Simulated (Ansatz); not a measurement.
The system is Hf2Pd2Se2Br2O3.

```
CELL_PARAMETERS angstrom
3.72613 0.00000 0.00000
-1.86306 3.22692 0.00000
0.00000 0.00000 17.00867
ATOMIC_POSITIONS crystal
Hf 0.66667 0.33333 0.93385
Hf 0.33333 0.66667 0.06615
Pd 0.00000 0.00000 0.30298
Pd 0.00000 0.00000 0.69702
Se 0.33333 0.66667 0.22649
Se 0.66667 0.33333 0.77351
Br 0.66667 0.33333 0.39862
Br 0.33333 0.66667 0.60138
O 0.33333 0.66667 0.92689
O 0.66667 0.33333 0.07311
O 0.00000 0.00000 0.00000
```

The cell was built by a generator and needn't be a form met in nature.

Base run:

- Program: Ansatz 0.2.0
- Functional: PBE
- Potentials or basis: Ansatz PAW
- Cutoff: 420 eV (not typed: the program's choice for these potentials)
- k mesh: 8 × 8 × 2
- Occupations: fermi-dirac, width 0.05 eV
- Spin: no spin polarisation
- Hubbard terms: Hf d U = 4 eV, Pd d U = 4 eV

Its results: band gap on the k mesh none (metal or under the smearing width); pressure 2.2 GPa; largest force 0.786 eV/Å.

Q: The run is repeated on the same cell with these changes: hubbard terms from Hf d U = 4 eV, Pd d U = 4 eV to Hf d U = 2 eV, Pd d U = 2 eV. What comes out?

A: Band gap on the k mesh none (metal or under the smearing width); pressure 1.0 GPa; largest force 0.326 eV/Å.

Caveats: this functional lacks dispersion, which binds the layers, so the pressure and a relaxed spacing across them are unreliable; U without spin polarisation on a metal has little footing.
